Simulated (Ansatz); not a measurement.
**SiGe− (sextet): from Hartree-Fock to the top rungs, aug-cc-pVTZ**

One table from this session's results is given with a row withheld; the runs are named, their logs left out.

Computed with Ansatz 0.2.0, Gaussian basis. Level: aug-cc-pVTZ, core rule «outside noble gas», up to 19 orbitals frozen.

To be run: UHF; CCSD(T) on ROHF; CCSD(T) on UHF; BCCD(T) on ROHF; CCSDT(Q) on ROHF; CCSDT(Q) on UHF; CASSCF and MRCISD+Q, 9 electrons in 8 orbitals; CASSCF and NEVPT2, 9 electrons in 8 orbitals.

5 further runs of the same task are left out: 5 set aside as unsound or not needed.

## The geometry

The geometry is a PBE0/def2-TZVPD stationary point (not a proven minimum) of the parent state, kept for this charge and spin. No spin-orbit coupling is included. The filled d shell of Ge may be among the frozen orbitals whatever the setting's name suggests; the logs give the count.

2 atoms, charge -1, spin multiplicity 6.

Atoms are counted from 1 here; the program's logs count them from 0.

Bond lengths: Si1–Ge2 2.463 Å.

Coordinates:

```xyz
2

Si    0.0000    0.0000    0.0000
Ge    0.0000    0.0000    2.4635
```

The first run:

in.yaml reads:

```yaml
crystal:
  periodic: [false, false, false]
  atoms:
    - {symbol: Si, position_ang: [0.000000, 0.000000, 0.000000]}
    - {symbol: Ge, position_ang: [0.000000, 0.000000, 2.463500]}
basis:
  gaussian: {orbitals: aug-cc-pVTZ}
total_charge: -1
magnetization: {spin_polarized: true, initial_magnetization: 5}
hamiltonian: {xc: hf}
output: {orbitals: {seedname: orbitals}}
```

Command:

```
> ansatz run in.yaml --threads 1 --pin off --events-out ev --progress --plain --max-ram 2816MiB --backend cpu
```

Steps of the session up to this table: UHF; CCSD(T) on ROHF; CCSD(T) on UHF; BCCD(T) on ROHF; CCSDT(Q) on ROHF; CCSDT(Q) on UHF; CASSCF and MRCISD+Q, 9 electrons in 8 orbitals; CASSCF and NEVPT2, 9 electrons in 8 orbitals.

One of the session's tables, all rows but one given; the rest of the session is left out.

| method | from UCCSDT(Q) (meV) |
| --- | --- |
| ROHF | +5098.0 |
| UHF | +5020.3 |
| RMP2 | +996.1 |
| UMP2 | +1007.2 |
| RCCSD | +339.3 |
| UCCSD | +322.9 |
| RCCSD(T) | +71.6 |
| UCCSD(T) | +58.1 |
| BCCD(T) | +71.2 |
| RCCSDT | +30.7 |
| UCCSDT | +16.3 |
| RCCSDT(Q) | ? |
| UCCSDT(Q) | 0 |
| CASSCF valence | +4649.8 |
| NEVPT2 valence | +1069.2 |
| MRCISD valence | +567.4 |
| MRCISD+Q valence | +103.5 |

Estimate the missing values for RCCSDT(Q).

As computed: from UCCSDT(Q) (meV): +14.3. In the column «from UCCSDT(Q) (meV)» it lies between UCCSDT(Q) (0) and UCCSDT (+16.3).

Among the levels timed on like hardware and quicker than the yardstick, those that no quicker one beats, quickest first: NEVPT2 valence (8.5 s, +1069.2 meV); MRCISD+Q valence (11 s, +103.5 meV); UCCSD(T) (18 s, +58.1 meV).

Caveats from the session: Of the multireference levels listed MRCISD+Q valence comes nearest in total energy (+103.5 meV), which doesn't show that its space is the better one. Restricted and unrestricted rows rest on different reference determinants; where their highest levels disagree by more than a few hundredths of an eV, they describe different states and don't form one ladder.
